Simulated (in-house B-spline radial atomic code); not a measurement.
**Excitations of Li⁺ as exact exchange is dialled in**

One table from this session's results is given with a row withheld; the runs are named, their logs left out.

The numbers are computed with in-house B-spline radial atomic code version 1 (linear response of a closed shell, each method with its own adiabatic kernel; non-relativistic; B-spline basis; no spin-orbit coupling, no double excitations; only terms of natural parity, (−1)^L, with L up to 3 are computed), except any that are marked as measured or tabulated.

### The system

| Property | Result |
| --- | --- |
| element | lithium (Z = 3) |
| charge | +1 |
| configuration | 1s2 |
| runs | 0 % exact exchange; 10 % exact exchange; 20 % exact exchange; 30 % exact exchange; 40 % exact exchange; 50 % exact exchange; 60 % exact exchange; 70 % exact exchange; 80 % exact exchange; 90 % exact exchange; 100 % exact exchange |

The outer shells:

Li⁺
```
1s [↑↓]
```

The first run:

Settings of the run:

```ini
Z = 3
electrons = 2.0
configuration = 1s2
hamiltonian = nr
method = pbeh
box_radius = 41.61
exact_exchange_fraction = 0.0
intervals = 48
```

The run is started by

```
> python run_td.py task.json out
```

task.json lists these runs, among others, and the program works through them in turn.

Among the steps run: 0 % exact exchange.

One table of the session follows, with a row left open; its other results are not shown here.

It belongs to the step «0 % exact exchange». 

```
   state  full (eV)  Tamm-Dancoff (eV)
1s→2s ³S          ?                  ?
1s→2s ¹S     54.313             54.362
1s→2p ³P     55.101             55.113
1s→2p ¹P     55.670             55.678
1s→3s ³S     58.066             58.068
1s→3s ¹S     58.288             58.297
1s→3p ³P     58.507             58.509
```

Estimate the missing values for 1s→2s ³S.

The run gave: full (eV): 52.953; Tamm-Dancoff (eV): 52.968. In the column «full (eV)» it is the lowest.
